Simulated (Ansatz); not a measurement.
# YZn: the cost of one run

Computed with Ansatz 0.2.0 (DFT PBEsol, frozen-core PAW, scalar-relativistic unless said, unless a step's input says otherwise).

## 1. The structure to begin with

It takes space group Pm-3m (No. 221, cubic). Conventional cell: a = 3.560 Å, b = 3.560 Å, c = 3.560 Å, α = 90.00°, β = 90.00°, γ = 90.00°. Around Y (site symmetry m-3m) lie 8 Zn at 3.08 Å. Zn (site symmetry m-3m) is surrounded by 8 Y at 3.08 Å.

Coordinates:

```cif
data_structure
_symmetry_space_group_name_H-M 'P 1'
_symmetry_Int_Tables_number 1
_cell_length_a 3.5600
_cell_length_b 3.5600
_cell_length_c 3.5600
_cell_angle_alpha 90.000
_cell_angle_beta 90.000
_cell_angle_gamma 90.000
_cell_volume 45.12
loop_
_atom_site_label
_atom_site_type_symbol
_atom_site_fract_x
_atom_site_fract_y
_atom_site_fract_z
_atom_site_occupancy
Y1 Y 0.00000 0.00000 0.00000 1
Zn1 Zn 0.50000 0.50000 0.50000 1
```

Cartesian axes are those of the input's lattice vectors. The structure goes back to a database entry.

## 2. Cell and atoms relaxed, PAW

Input file input.yaml:

```yaml
crystal:
  lattice:
    - [3.56, 0.0, 0.0]
    - [0.0, 3.56, 0.0]
    - [0.0, 0.0, 3.56]
  atoms:
    - { symbol: "Y", position: [0.0, 0.0, 0.0] }
    - { symbol: Zn, position: [0.5, 0.5, 0.5] }
kpoints:
  mp_grid: { grid: [14, 14, 14] }
scf:
  occupations: { method: fermi_dirac, width: 0.05 }
hamiltonian:
  xc: pbesol
  pseudopotentials: { kind: paw }
relax:
  f_tol: 0.002
  max_steps: 80
  cell: {}
output:
  forces: true
  stress: true
  write_density: true
  write_potential: true
  elf: true
  volumetric_format: npy
```

The run is started by

```bash
ansatz run input.yaml --threads 1 --pin off --max-ram 3072MiB --backend cpu --events-out ev --progress --plain --runs-dir out
```

Q: Estimate wall time and peak memory on 1 thread of Intel Xeon 6975P-C (Granite Rapids), shared host.

About 9.1 s, with a peak of 0.45 GiB.
